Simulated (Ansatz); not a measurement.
# Zn4S: the cost of one run

Method: DFT PBE, scalar-relativistic, plane waves, PAW, in Ansatz 0.2.0.

## Step 1: Starting point

The structure is tetragonal, space group P4/mmm (No. 123). The conventional cell has a = 5.262 Å, b = 5.262 Å, c = 3.448 Å, α = 90.00°, β = 90.00°, γ = 90.00°. Around Zn (site symmetry m2m) lie 2 Zn at 1.95 Å and 2 S at 2.21 Å. S (site symmetry 4/mmm) has 8 Zn at 2.21 Å as nearest neighbours.

Structure file:

```
CELL_PARAMETERS angstrom
5.26227 0.00000 0.00000
0.00000 5.26227 0.00000
0.00000 0.00000 3.44803
ATOMIC_POSITIONS crystal
Zn 0.81428 0.81428 0.00000
Zn 0.18572 0.18572 0.00000
Zn 0.18572 0.81428 0.00000
Zn 0.81428 0.18572 0.00000
S 0.00000 0.00000 0.50000
```

Recipe of the guess: random cell by space group and Wyckoff sites (P4/mmm, No. 123). Its size is a rough estimate.

## Step 2: Probe: one point on a coarse mesh

input.yaml reads:

```yaml
crystal:
  lattice:
    - [5.26227301, 0.0, 0.0]
    - [0.0, 5.26227301, 0.0]
    - [0.0, 0.0, 3.4480279]
  atoms:
    - { symbol: Zn, position: [0.81428483, 0.81428483, 0.0] }
    - { symbol: Zn, position: [0.18571517, 0.18571517, 0.0] }
    - { symbol: Zn, position: [0.18571517, 0.81428483, 0.0] }
    - { symbol: Zn, position: [0.81428483, 0.18571517, 0.0] }
    - { symbol: S, position: [0.0, 0.0, 0.5] }
basis:
  ecutwfc: 420
kpoints:
  mp_grid: { grid: [4, 4, 6] }
hamiltonian:
  xc: pbe
scf:
  occupations: { method: gaussian, width: 0.1 }
  lower_state_search: "off"
output:
  forces: true
  stress: true
  eigenvalues: true
```

Run with:

```sh
ansatz run input.yaml --threads 1 --pin off --max-ram 2560MiB --backend cpu --events-out ev --progress --plain --runs-dir out
```

**Question.** How long does this run take on 1 thread of Intel Xeon at 2.70GHz, shared host, and how much memory does it need?

About 4.9 s, with a peak of 0.39 GiB.
